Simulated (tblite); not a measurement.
# C4H8ClNSi: the cost of one run

Computed with tblite 0.8.0 and PySCF 2.14.0, with density-fitted response routines of our own, on a single molecule in the gas phase. Atoms count from 0, in the outputs and in this text.

### Step 1. Starting geometry

15 atoms, charge 0, multiplicity 1; geometry from: force field or distance geometry start.

Bonds of the start (Å): C0–C1 1.35, C1–C2 1.50, C2–Si3 1.88, Si3–Cl4 2.04, Si3–N5 1.75, N5–C6 1.28, C0–H7 1.09, C0–H8 1.09, C1–H9 1.10, C2–H10 1.09, C2–H11 1.09, Si3–H12 1.47, C6–H13 1.10, C6–H14 1.11.

### Step 2. Geometry optimisation with GFN2-xTB

The job: settings as JSON, then the geometry in Å.

```
{"job": {"kind": "relax", "xc": "GFN2-xTB", "basis": "xTB"}, "charge": 0, "multiplicity": 1}
C      2.530300    -1.400600    -0.373700
C      1.474500    -0.849600     0.259600
C      1.054900     0.579400     0.123100
Si    -0.702900     0.855500    -0.496500
Cl    -1.100000     2.850100    -0.629600
N     -1.789500     0.110900     0.660300
C     -3.026500     0.078700     0.325000
H      3.139400    -0.821800    -1.060200
H      2.795300    -2.440900    -0.209500
H      0.905600    -1.472200     0.969900
H      1.725900     1.108800    -0.558800
H      1.148100     1.062900     1.100300
H     -0.957500     0.248400    -1.811600
H     -3.444200     0.468100    -0.618500
H     -3.757600    -0.370000     1.024700
```

Run with:

```sh
> OMP_NUM_THREADS=1 python probes_run.py task.json out
```

One launch serves the whole session: the jobs run in the order shown.

**Question.** How long does this first job take on 1 thread of Intel Xeon at 2.70GHz, shared host?

About 1.5 s.
